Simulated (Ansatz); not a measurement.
# V2N3: the cost of one run

Program: Ansatz 0.2.0. Level of theory: DFT PBEsol, scalar-relativistic, plane waves, PAW. These are calculated values, not measurements.

2 further runs of the same task are left out: 2 set aside as unsound or not needed.

### 1 The system as given

It takes space group P-3m1 (No. 164, trigonal). The conventional cell has a = 2.780 Å, b = 2.780 Å, c = 6.196 Å, α = 90.00°, β = 90.00°, γ = 120.00°. Around V (site symmetry 3m) lie 6 N at 2.01 to 2.02 Å. N (site symmetry -3m) has 6 V at 2.02 Å as nearest neighbours. N (site symmetry 3m) has 1 N at 1.33 Å as nearest neighbours.

As a file:

```
CELL_PARAMETERS angstrom
2.77979 0.00000 0.00000
-1.38989 2.40737 0.00000
0.00000 0.00000 6.19635
ATOMIC_POSITIONS crystal
V 0.66667 0.33333 0.30212
V 0.33333 0.66667 0.69788
N 0.00000 0.00000 0.50000
N 0.00000 0.00000 0.10744
N 0.00000 0.00000 0.89256
```

It goes back to an entry of the Materials Project, which need not be the stable form.

It is the result of an earlier relaxation at this level (volume 8.29 Å³/atom; gap on the mesh: none (metal)).

### 2 The reference: the undisturbed cell on the scan's mesh

input.yaml reads:

```yaml
crystal:
  lattice:
    - [2.7797869938, 0.0, 0.0]
    - [-1.3898934969, 2.4073661537, 0.0]
    - [0.0, 0.0, 6.1963538749]
  atoms:
    - { symbol: V, position: [0.6666666667, 0.3333333333, 0.302115518] }
    - { symbol: V, position: [0.3333333333, 0.6666666667, 0.697884482] }
    - { symbol: "N", position: [0.0, 0.0, 0.5] }
    - { symbol: "N", position: [0.0, 0.0, 0.1074399115] }
    - { symbol: "N", position: [0.0, 0.0, 0.8925600885] }
basis:
  ecutwfc: 420
kpoints:
  mp_grid: { grid: [24, 24, 10] }
hamiltonian:
  xc: pbesol
scf:
  occupations: { method: gaussian, width: 0.15 }
output:
  forces: true
  stress: true
  eigenvalues: true
  write_density: true
  write_potential: true
  elf: true
  volumetric_format: npy
```

The run is started by

```
ansatz run input.yaml --threads 1 --pin off --max-ram 2560MiB --backend cpu --events-out ev --progress --plain --runs-dir out
```

Q: Estimate wall time and peak memory on 1 thread of Oxide Virtual Turin-like (Zen 5), shared host.

About 32 s, with a peak of 0.72 GiB.
